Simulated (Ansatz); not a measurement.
# TbSnSe: the cost of one run

Computed with Ansatz 0.2.0 (DFT PBE, scalar-relativistic, plane waves, PAW; 4f electrons in the core of a trivalent norm-conserving potential, unless a step's input says otherwise).

### 1 The system as given

The structure is hexagonal, space group P-6m2 (No. 187). Conventional cell: a = 4.226 Å, b = 4.226 Å, c = 4.315 Å, α = 90.00°, β = 90.00°, γ = 120.00°. Tb (site symmetry -6m2) has 3 Sn at 2.44 Å and 6 Se at 3.26 Å in its first shell of neighbours. Sn (site symmetry -6m2) is surrounded by 3 Tb at 2.44 Å and 6 Se at 3.26 Å. Around Se (site symmetry -6m2) lie 6 Tb at 3.26 Å and 6 Sn at 3.26 Å.

Structure file:

```xyz
3
Lattice="4.2259 0.0000 0.0000 -2.1129 3.6597 0.0000 0.0000 0.0000 4.3154" Properties=species:S:1:pos:R:3 pbc="T T T"
Tb    0.0000    0.0000    0.0000
Sn    0.0000    2.4398    0.0000
Se    2.1129    1.2199    2.1577
```

The cell is invented: species swapped into a database cell of ErHSe (P-6m2, No. 187), with Tb on the Er sites and Sn on the H sites. The dimensions are guesses.

### 2 A first look at the guess

Contents of input.yaml:

```yaml
crystal:
  lattice:
    - [4.22588104, 0.0, 0.0]
    - [-2.11294052, 3.65972034, 0.0]
    - [0.0, 0.0, 4.31540361]
  atoms:
    - { symbol: Tb, position: [0.0, 0.0, 0.0] }
    - { symbol: Sn, position: [0.33333333, 0.66666667, 0.0] }
    - { symbol: Se, position: [0.66666667, 0.33333333, 0.5] }
basis:
  ecutwfc: 690
kpoints:
  mp_grid: { grid: [6, 6, 4] }
hamiltonian:
  xc: pbe
  pseudopotentials:
    kind: paw
    azcp: { Tb: "pseudopotentials/pbe/nc/lanthanide_3plus/Tb.nc.azcp" }
scf:
  occupations: { method: gaussian, width: 0.1 }
  lower_state_search: "off"
output:
  forces: true
  stress: true
  eigenvalues: true
```

Launch:

```console
ansatz run input.yaml --threads 1 --pin off --max-ram 2560MiB --backend cpu --events-out ev --progress --plain --runs-dir out
```

**Question.** How long does this run take on 1 thread of Arm Neoverse V1, shared host, and how much memory does it need?

About 8.6 s, with a peak of 0.35 GiB.
